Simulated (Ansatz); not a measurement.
**C₂H₇GaS: how energies converge with the basis set**

How large a basis does C₂H₇GaS need? Two functionals are run in growing sets.

Program: Ansatz 0.2.0, Gaussian basis. Level of theory: one geometry, several basis sets. These are calculated values, not measurements.

Levels to be run: PBE0-D4/def2-SVP; ωB97M-V/def2-SVP; PBE0-D4/def2-QZVPP; ωB97M-V/def2-QZVPP; the functionals' def2-TZVPP values are taken from earlier runs.

### 1 The relaxed structure

All runs share one geometry, relaxed beforehand with PBE0-D4 in a triple-zeta def2 set.

SMILES `[CH3][GaH][CH2]S`, 11 atoms, charge 0, spin multiplicity 1.

Atoms are counted from 1 here; the program's logs count them from 0.

Bond lengths: C1–Ga2 1.965 Å, C1–H5 1.094 Å, C1–H6 1.091 Å, C1–H7 1.091 Å, Ga2–C3 1.977 Å, Ga2–H8 1.572 Å, C3–S4 1.839 Å, C3–H9 1.087 Å, C3–H10 1.090 Å, S4–H11 1.344 Å. Angles: Ga2–C1–H5 109.8°, Ga2–C1–H6 111.3°, Ga2–C1–H7 111.3°, H5–C1–H6 108.0°, H5–C1–H7 107.6°, H6–C1–H7 108.8°, C1–Ga2–C3 119.1°, C1–Ga2–H8 125.0°, C3–Ga2–H8 115.7°, Ga2–C3–S4 88.7°, Ga2–C3–H9 123.9°, Ga2–C3–H10 114.8°, S4–C3–H9 110.7°, S4–C3–H10 105.2°, H9–C3–H10 109.9°, C3–S4–H11 97.3°.

### 2 PBE0-D4 in def2-SVP

File in.yaml:

```yaml
crystal:
  periodic: [false, false, false]
  atoms:
    - {symbol: C, position_ang: [-1.149922, 1.494340, -0.396887]}
    - {symbol: Ga, position_ang: [0.437267, 0.339985, -0.493974]}
    - {symbol: C, position_ang: [0.869580, -0.829784, 1.040707]}
    - {symbol: S, position_ang: [-0.092039, -2.173390, 0.233315]}
    - {symbol: H, position_ang: [-0.843215, 2.531896, -0.236476]}
    - {symbol: H, position_ang: [-1.800726, 1.203311, 0.429340]}
    - {symbol: H, position_ang: [-1.722934, 1.459712, -1.324880]}
    - {symbol: H, position_ang: [1.355446, 0.173801, -1.759081]}
    - {symbol: H, position_ang: [1.873738, -1.168350, 1.281076]}
    - {symbol: H, position_ang: [0.325833, -0.601245, 1.956838]}
    - {symbol: H, position_ang: [0.812370, -2.487278, -0.709476]}
basis:
  gaussian: {orbitals: def2-SVP}
hamiltonian: {xc: pbe0, dispersion: d4}
output: {orbitals: {seedname: orbitals}}
```

The runs that follow: ωB97M-V in def2-SVP; PBE0-D4 in def2-QZVPP; ωB97M-V in def2-QZVPP.

Before running them: what should the planned runs give, taken together? Wanted: PBE0-D4: double and triple zeta above quadruple; ωB97M-V: double and triple zeta above quadruple.

As calculated:

| quantity | value |
| --- | --- |
| PBE0-D4: double and triple zeta above quadruple | 14.60, 1.64 eV |
| ωB97M-V: double and triple zeta above quadruple | 14.66, 1.59 eV |

What this shows: For PBE0-D4 the step from double to triple zeta gains 12.95 eV and the next only 1.64 eV. These are total energies; as a rule much of such shifts cancels in differences, which this series doesn't test. The LUMO of ωB97M-V is positive and keeps falling with the basis (1.40 to 0.83 eV): an unbound level that the basis holds in place.
